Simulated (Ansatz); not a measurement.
GdO, space group F-43m: relaxations under a series of pressures, run with Ansatz 0.2.0 through its Python package.

`compress_gdo.py`
```python
"""Cell of GdO under pressure."""

import warnings

import ansatz
import numpy as np

def edges_and_angles(cell):
    cell = np.asarray(cell)
    a, b, c = np.linalg.norm(cell, axis=1)
    cosines = cell[1] @ cell[2] / (b * c), cell[0] @ cell[2] / (a * c), cell[0] @ cell[1] / (a * b)
    return (a, b, c, *np.degrees(np.arccos(cosines)))


def main() -> None:
    warnings.simplefilter("ignore", ansatz.DeckWarning)

    system = (
        ansatz.Lattice.of((0.0, 2.7, 2.7), (2.7, 0.0, 2.7), (2.7, 2.7, 0.0))
        .atom("Gd", (0.0, 0.0, 0.0))
        .atom("O", (0.25, 0.25, 0.25))
        .moments(Gd=7)
    )

    calculation = (
        system.calculation()
        .functional("LDA")
        .basis(510)
        .kpoints(density=4.1)
        .occupations(ansatz.OccupationsMethod.FERMI_DIRAC, width=0.1)
        .spin(ansatz.SpinTreatment.COLLINEAR)
    )

    # H = F + PV, with 1 GPa A^3 = 1/160.21766 eV
    rows = []
    for pressure in [0, 2, 4, 6, 8]:
        result = calculation.relax(cell=True, pressure=pressure, force_tolerance=0.05).run()
        cell = result.lattice.cell_ang
        n_atoms = len(result.lattice.sites)
        volume = abs(np.linalg.det(cell)) / n_atoms
        enthalpy = result.report["free_energy_ev"] / n_atoms + pressure * volume / 160.21766
        rows.append((pressure, volume, enthalpy, *edges_and_angles(cell)))
        print(f"{pressure} GPa done: {volume:.4f} A^3/atom")

    print(" P (GPa)  V (A^3/atom)  H (eV/atom)     a       b       c")
    for row in rows:
        print("{:8.1f} {:12.4f} {:14.5f} {:7.4f} {:7.4f} {:7.4f}".format(*row[:6]))
    p, v = np.array([row[0] for row in rows], float), np.array([row[1] for row in rows])
    print("mean bulk modulus between rows (GPa):", np.round(-np.diff(p) / np.diff(np.log(v)), 1))


if __name__ == "__main__":
    main()
```

Its results, one of them left out:

| P (GPa) | relaxed V (Å³/atom) |
| --- | --- |
| 0 | 18.123 |
| 2 | 17.803 |
| 4 | ? |
| 6 | 17.246 |
| 8 | 16.995 |

What volume does the cell relax to at 4 GPa?

Murnaghan's form V = V0 (1 + B' P / B0)^(-1/B') through the 4 rows shown gives V0 = 18.122 Å³, B0 = 109.0 GPa and B' = 4.10, and so 17.513 Å³ an atom at 4 GPa. The run gave 17.517 Å³, 0.02 % away.

Notes:
- Open f shells: without a Hubbard U, without spin-orbit coupling; the state reached hangs on the start and needn't be the lowest.
- Without U the f states sit at the Fermi level and can close a real gap.
- At a fixed pressure a relaxation lowers the enthalpy F + PV, while F alone can rise.
- For a metal this k-point mesh is coarse: on a finer one energies can move by several to tens of meV an atom and pressures by half a GPa or more, differences at one mesh by less.
- The starting cell is as deposited in a crystallographic database; the results hold for this polymorph, which needn't be the stable one.
- Symmetry holds the cell in this phase, whether or not it is the stable one at each pressure.
- Run time: 5.5 min on 1 thread of Arm Neoverse N1, with other jobs on the host, peak memory 0.45 GiB.
